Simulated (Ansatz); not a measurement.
# C2H5FSn: reading failed and doubtful runs

5 inputs were typed for C2H5FSn. Each is run as it stands; the log then has to tell whether the result can be used.

Computed with Ansatz 0.2.0, Gaussian basis. Level: the settings change from run to run.

**1. The molecule**

The structure was relaxed beforehand with PBE0-D4 in a triple-zeta def2 set. Sn takes a core potential in def2 sets; no spin-orbit term is included.

SMILES `C[CH2][Sn][F]`, 9 atoms, charge 0, spin multiplicity 1.

Atoms are counted from 1 here; the program's logs count them from 0.

Bond lengths: C1–C2 1.523 Å, C1–H5 1.092 Å, C1–H6 1.095 Å, C1–H7 1.094 Å, C2–Sn3 2.189 Å, C2–H8 1.100 Å, C2–H9 1.096 Å, Sn3–F4 1.954 Å. Angles: C2–C1–H5 111.2°, C2–C1–H6 111.8°, C2–C1–H7 111.6°, H5–C1–H6 107.9°, H5–C1–H7 107.0°, H6–C1–H7 107.0°, C1–C2–Sn3 114.9°, C1–C2–H8 110.5°, C1–C2–H9 111.9°, Sn3–C2–H8 104.4°, Sn3–C2–H9 108.7°, H8–C2–H9 105.8°, C2–Sn3–F4 93.5°.

Geometry (Å):

```xyz
9
C2H5FSn
C    -0.3573    0.8581   -0.1690
C     0.0441   -0.2933    0.7440
Sn    1.4619   -1.7116   -0.1330
F     0.7024   -1.5441   -1.9259
H    -0.7056    0.4922   -1.1366
H    -1.1554    1.4657    0.2690
H     0.4839    1.5293   -0.3642
H    -0.8330   -0.9055    1.0001
H     0.4473    0.0630    1.6984
```

**2. Attempt 1**

Input file in.yaml:

```yaml
crystal:
  periodic: [false, false, false]
  atoms:
    - {symbol: C, position_ang: [-0.357277, 0.858126, -0.168997]}
    - {symbol: C, position_ang: [0.044110, -0.293321, 0.744017]}
    - {symbol: Sn, position_ang: [1.461852, -1.711638, -0.133032]}
    - {symbol: F, position_ang: [0.702442, -1.544114, -1.925870]}
    - {symbol: H, position_ang: [-0.705610, 0.492153, -1.136590]}
    - {symbol: H, position_ang: [-1.155358, 1.465741, 0.269030]}
    - {symbol: H, position_ang: [0.483929, 1.529320, -0.364229]}
    - {symbol: H, position_ang: [-0.832983, -0.905466, 1.000128]}
    - {symbol: H, position_ang: [0.447295, 0.063001, 1.698443]}
basis:
  gaussian: {orbitals: def2-SVP, fitting: {mean_field: cc-pVTZ-jkfit}, point_charges: [{charge: 1.00, position_ang: [6.458, -0.921, -0.671]}]}
hamiltonian: {xc: {name: SPW92}}
output: {forces: true}
```

On the command line:

```console
> ansatz run in.yaml --threads 4 --pin off --events-out ev --progress --plain --max-ram 10444MiB
```

The program printed:

```text
Functional definition: SPW92
  name "SPW92"
  cite "Dirac, Proc. Camb. Phil. Soc. 26, 376 (1930) doi:10.1017/S0305004100016108"
  cite "Slater, Phys. Rev. 81, 385 (1951) doi:10.1103/PhysRev.81.385"
  cite "Perdew & Wang, Phys. Rev. B 45, 13244 (1992) doi:10.1103/PhysRevB.45.13244"
  exchange = slater_x
  correlation = pw_c
Error: <dir> the basis set cc-pVTZ-JKFIT has no functions for Sn
```

Wall time 0.05 s (4 threads of Arm Neoverse V1, shared host).

**Diagnosis.** Refused before any calculation. The fitting set named has no entry for an element of this molecule. Cure: leave the fitting key out, or name a set that covers all elements and suits the basis.

**3. Attempt 2**

Input file in.yaml:

```yaml
crystal:
  periodic: [false, false, false]
  atoms:
    - {symbol: C, position_ang: [-0.357277, 0.858126, -0.168997]}
    - {symbol: C, position_ang: [0.044110, -0.293321, 0.744017]}
    - {symbol: Sn, position_ang: [1.461852, -1.711638, -0.133032]}
    - {symbol: F, position_ang: [0.702442, -1.544114, -1.925870]}
    - {symbol: H, position_ang: [-0.705610, 0.492153, -1.136590]}
    - {symbol: H, position_ang: [-1.155358, 1.465741, 0.269030]}
    - {symbol: H, position_ang: [0.483929, 1.529320, -0.364229]}
    - {symbol: H, position_ang: [-0.832983, -0.905466, 1.000128]}
    - {symbol: H, position_ang: [0.447295, 0.063001, 1.698443]}
basis:
  gaussian: {orbitals: def2-TZVPP, fitting: {mean_field: cc-pVTZ-jkfit}, nuclear_model: gaussian}
hamiltonian: {xc: {name: PBEsol}, dispersion: d4, pseudopotentials: {relativity: scalar}}
output: {forces: true}
```

The command is unchanged.

The program printed:

```text
Functional definition: PBEsol
  name "PBEsol"
  cite "Perdew et al., Phys. Rev. Lett. 100, 136406 (2008) doi:10.1103/PhysRevLett.100.136406"
  cite "Perdew, Burke & Ernzerhof, Phys. Rev. Lett. 77, 3865 (1996) doi:10.1103/PhysRevLett.77.3865"
  parent pbesol
  exchange = pbesol_x
  correlation = pbesol_c
Error: <dir> the basis set cc-pVTZ-JKFIT has no functions for Sn
```

It took 0.1 s on 4 threads of Arm Neoverse V1, shared host.

**Diagnosis.** The program refused the input. The fitting set named has no entry for an element of this molecule. Cure: leave the fitting key out, or name a set that covers all elements and suits the basis.

**4. Attempt 3**

Input file in.yaml:

```yaml
crystal:
  periodic: [false, false, false]
  atoms:
    - {symbol: C, position_ang: [-0.357277, 0.858126, -0.168997]}
    - {symbol: C, position_ang: [0.044110, -0.293321, 0.744017]}
    - {symbol: Sn, position_ang: [1.461852, -1.711638, -0.133032]}
    - {symbol: F, position_ang: [0.702442, -1.544114, -1.925870]}
    - {symbol: H, position_ang: [-0.705610, 0.492153, -1.136590]}
    - {symbol: H, position_ang: [-1.155358, 1.465741, 0.269030]}
    - {symbol: H, position_ang: [0.483929, 1.529320, -0.364229]}
    - {symbol: H, position_ang: [-0.832983, -0.905466, 1.000128]}
    - {symbol: h, position_ang: [0.447295, 0.063001, 1.698443]}
basis:
  gaussian: {orbitals: def2-TZVP}
hamiltonian: {xc: {name: r2SCAN0}, dispersion: d3bjatm}
```

The command is unchanged.

The program printed:

```text
Error: YAML parse error: error: line 12 column 16: `h` is not an element symbol (H … Og, case-exact)
  --> <input>:12:16
   |
10 |     - {symbol: H, position_ang: [0.483929, 1.529320, -0.364229]}
11 |     - {symbol: H, position_ang: [-0.832983, -0.905466, 1.000128]}
12 |     - {symbol: h, position_ang: [0.447295, 0.063001, 1.698443]}
   |                ^ `h` is not an element symbol (H … Og, case-exact)
13 | basis:
14 |   gaussian: {orbitals: def2-TZVP}
   |
```

Run time: 0.05 s. Hardware: 4 threads of Arm Neoverse V1, shared host.

What is wrong: The program refused the input. An element symbol is wrong. Cure: correct the symbol.

**5. Attempt 4**

Input file in.yaml:

```yaml
crystal:
  periodic: [false, false, false]
  atoms:
    - {symbol: C, position_ang: [-0.786010, 1.887877, -0.371793]}
    - {symbol: C, position_ang: [0.097042, -0.645306, 1.636837]}
    - {symbol: Sn, position_ang: [3.216075, -3.765604, -0.292671]}
    - {symbol: F, position_ang: [1.545372, -3.397051, -4.236914]}
    - {symbol: H, position_ang: [-1.552342, 1.082738, -2.500498]}
    - {symbol: H, position_ang: [-2.541787, 3.224629, 0.591865]}
    - {symbol: H, position_ang: [1.064645, 3.364504, -0.801303]}
    - {symbol: H, position_ang: [-1.832562, -1.992026, 2.200282]}
    - {symbol: H, position_ang: [0.984050, 0.138602, 3.736574]}
basis:
  gaussian: {orbitals: def2-SVP}
magnetization: {spin_polarized: true, initial_magnetization: 2}
hamiltonian: {xc: {name: B3LYP}}
```

Same command.

The program printed, cut to the lines that bear on the results:

```text
Functional definition: B3LYP
  name "B3LYP"
  cite "Stephens, Devlin, Chabalowski & Frisch, J. Phys. Chem. 98, 11623 (1994) doi:10.1021/j100096a001"
  cite "Becke, Phys. Rev. A 38, 3098 (1988) doi:10.1103/PhysRevA.38.3098"
  cite "Lee, Yang & Parr, Phys. Rev. B 37, 785 (1988) doi:10.1103/PhysRevB.37.785"
  cite "Vosko, Wilk & Nusair, Can. J. Phys. 58, 1200 (1980) doi:10.1139/p80-159"
[...]
1017 factors; integrals over basis functions are off by at most 3.9e-4 eV
[...]
mean field -10671.69718608 eV, -392.1776380523 hartree, gradient 3.0e-6 eV, S^2 5.558624; 12 other end points of the search recorded, 0 dependent functions left out
reference -10671.69765782 eV, -392.1776553886 hartree; 25, 23 occupied and 68, 70 virtual orbitals, 1017 factors
Total energy: -10671.69765782 eV, -392.1776553886 hartree
```

Wall time 14 s (4 threads of Arm Neoverse V1, shared host); peak memory 0.3 GiB.

Diagnosis: It ended without an error, which proves nothing about the input. The geometry is stretched to more than twice its size. The shortest distance is 2.40 Å (C1–H5), against 1.09 Å in the relaxed molecule. It also asks for charge 0 and multiplicity 3, another species or state than the molecule above. Its energy is no property of the relaxed molecule. Fix: use the relaxed coordinates, and set charge and spin to those of the species named.

**6. Attempt 5**

Input file in.yaml:

```yaml
crystal:
  periodic: [false, false, false]
  atoms:
    - {symbol: C, position_ang: [-0.357277, 0.858126, -0.168997]}
    - {symbol: C, position_ang: [0.044110, -0.293321, 0.744017]}
    - {symbol: Sn, position_ang: [1.461852, -1.711638, -0.133032]}
    - {symbol: F, position_ang: [0.702442, -1.544114, -1.925870]}
    - {symbol: H, position_ang: [-0.705610, 0.492153, -1.136590]}
    - {symbol: H, position_ang: [-1.155358, 1.465741, 0.269030]}
    - {symbol: H, position_ang: [0.483929, 1.529320, -0.364229]}
    - {symbol: H, position_ang: [-0.832983, -0.905466, 1.000128]}
    - {symbol: H, position_ang: [0.447295, 0.063001, 1.698443]}
basis:
  gaussian: {orbitals: def2-SVPD, final_grid: {core_spheres: 1, valence_spheres: 1, degree: 5}}
hamiltonian: {xc: {name: wB97M-V}}
scf: {lower_state_search: light}
output: {forces: true}
```

Launched as before.

The program printed, cut to the lines that bear on the results:

```text
Functional definition: wB97M-V
  name "wB97M-V"
  cite "Mardirossian & Head-Gordon, J. Chem. Phys. 144, 214110 (2016) doi:10.1063/1.4952647"
  cite "Becke, J. Chem. Phys. 107, 8554 (1997) doi:10.1063/1.475007"
  cite "Vydrov & Van Voorhis, J. Chem. Phys. 133, 244103 (2010) doi:10.1063/1.3521275"
  # Of w^i u^j: cxij and so on, Table III.
[...]
  gx(w, u) = 1 - cx + cx01*u + cx10*w
  gss(w, u) = css00 + css04*u^4 + css10*w + css20*w^2 + css43*w^4*u^3
  gos(w, u) = cos00 + cos10*w + (cos20 + cos21*u)*w^2 + (cos60 + cos61*u)*w^6
[...]
      + integral(e_c_pw_mod_opposite_spin*gos(b97_w_opposite, b97_u_opposite)) + vv10(b, c)
1446 factors; integrals over basis functions are off by at most 1.0e-3 eV
479 factors; integrals over basis functions are off by at most 1.6e-5 eV
[...]
Total energy: -10685.05522654 eV, -392.6685369849 hartree
Atom 0 at    -0.357277     0.858126    -0.168997 Å, force     0.393361    -2.923033     1.747287 eV/Å
Atom 1 at     0.044110    -0.293321     0.744017 Å, force     0.200970     2.280373    -2.918522 eV/Å
Atom 2 at     1.461852    -1.711638    -0.133032 Å, force    -3.959683     2.193497    -2.580511 eV/Å
Atom 3 at     0.702442    -1.544114    -1.925870 Å, force     1.555411     0.264450     4.540343 eV/Å
Atom 4 at    -0.705610     0.492153    -1.136590 Å, force     0.780959     0.559494     2.644550 eV/Å
Atom 5 at    -1.155358     1.465741     0.269030 Å, force     1.795006    -1.896025    -0.878691 eV/Å
Atom 6 at     0.483929     1.529320    -0.364229 Å, force    -1.007082    -0.769839     0.304948 eV/Å
Atom 7 at    -0.832983    -0.905466     1.000128 Å, force     1.235470     0.892316    -0.344690 eV/Å
Atom 8 at     0.447295     0.063001     1.698443 Å, force    -0.994412    -0.601233    -2.514715 eV/Å
Dipole moment:     0.198061    -0.038755     0.584334 e Å
```

Run time: 7 s. Hardware: 4 threads of Arm Neoverse V1, shared host; peak memory 0.44 GiB.

Diagnosis: The run converged, but a converged run isn't a right one. The integration grid is far too coarse. Its energy carries the error of the grid. To mend it, drop final_grid and take the default grid.

**7. Summary**

| attempt | level | ended | cause | time |
| --- | --- | --- | --- | --- |
| 1 | SPW92/def2-SVP | refused | the fitting set named has no entry for an element of this molecule | 0.05 s |
| 2 | PBEsol/def2-TZVPP | refused | the fitting set named has no entry for an element of this molecule | 0.1 s |
| 3 | r2SCAN0/def2-TZVP | refused | an element symbol is wrong | 0.05 s |
| 4 | B3LYP/def2-SVP | converged | the geometry is stretched to more than twice its size | 14 s |
| 5 | wB97M-V/def2-SVPD | converged | the integration grid is far too coarse | 7 s |

In words: 3 refused, 2 converged. A refusal costs next to no computing time. The dangerous case is the input that converges on a wrong geometry, charge, spin, basis or grid: often only a look at the input shows it.
